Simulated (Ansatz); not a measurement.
# Mg2CdS3: the cost of one run

Method: DFT r2SCAN, scalar-relativistic, plane waves, PAW, in Ansatz 0.2.0.

1 further run of the same task is left out (it didn't finish). Runs told in other sessions of the task aren't counted.

## Step 1: The starting structure

Symmetry: I-4m2, No. 119, tetragonal system. Conventional cell: a = 4.090 Å, b = 4.090 Å, c = 17.249 Å, α = 90.00°, β = 90.00°, γ = 90.00°. Around Mg (site symmetry 2mm) lie 4 S at 2.47 to 2.48 Å. Cd (site symmetry -4m2) is surrounded by 4 S at 2.56 Å. Around S (site symmetry 2mm) lie 2 Mg at 2.47 Å and 2 Cd at 2.56 Å. S (site symmetry -4m2) is surrounded by 4 Mg at 2.48 Å.

Coordinates:

```
Mg Cd S
1.0
    -2.04484    2.04484    8.62426
     2.04484   -2.04484    8.62426
     2.04484    2.04484   -8.62426
Mg Cd S
2 1 3
Direct
  0.83086 0.83086 0.00000
  0.16913 0.16913 0.00000
  0.50000 0.50000 0.00000
  0.58905 0.08905 0.50000
  0.25000 0.75000 0.50000
  0.91095 0.41095 0.50000
```

It is the end of an earlier relaxation with the same method, from a generated guess; it is a trial structure. At a tolerance of 0.02 Å it has space group I-4m2 (No. 119); it has 24.04 Å³/atom, an uncorrected energy of -1.17 eV/atom over the elements and, on its mesh, gap 2.38 eV.

## Step 2: Level of theory: r2SCAN

input.yaml reads:

```yaml
crystal:
  lattice:
    - [-2.0448449, 2.0448449, 8.6242616]
    - [2.0448449, -2.0448449, 8.6242616]
    - [2.0448449, 2.0448449, -8.6242616]
  atoms:
    - { symbol: Mg, position: [0.830865, 0.830865, 0.0] }
    - { symbol: Mg, position: [0.169135, 0.169135, 0.0] }
    - { symbol: Cd, position: [0.5, 0.5, 0.0] }
    - { symbol: S, position: [0.589049, 0.089049, 0.5] }
    - { symbol: S, position: [0.25, 0.75, 0.5] }
    - { symbol: S, position: [0.910951, 0.410951, 0.5] }
basis:
  ecutwfc: 500
kpoints:
  mp_grid: { grid: [10, 10, 10] }
  band_path:
    path:
      - [[0.0, 0.0, 0.0], [0.0, 0.0, 0.5], [0.25, 0.25, 0.25], [0.0, 0.5, 0.0], [0.0, 0.0, 0.0], [0.5, 0.5, -0.5], [0.26405455, 0.73594545, -0.26405455]]
      - [[-0.26405455, 0.26405455, 0.26405455], [0.0, 0.0, 0.0]]
      - [[0.0, 0.0, 0.5], [-0.0281091, 0.0281091, 0.5]]
      - [[0.5, 0.5, -0.0281091], [0.5, 0.5, -0.5]]
    npoints: 14
hamiltonian:
  xc: r2scan
scf:
  occupations: { method: gaussian, width: 0.02 }
  n_extra_bands: 15
output:
  forces: true
  stress: true
  eigenvalues: true
  populations: true
  dos: { projected: true, de: 0.02, nscf_kmesh: { grid: [15, 15, 15] } }
  bader: true
  write_density: true
  write_potential: true
  elf: true
  volumetric_format: npy
```

Run with:

```bash
ansatz run input.yaml --threads 4 --pin off --max-ram 8192MiB --backend cpu --events-out ev --progress --plain --runs-dir out
```

**Question.** How long does this run take on 4 threads of Arm Neoverse V2, shared host, and how much memory does it need?

About 2.2 min, with a peak of 1.8 GiB.
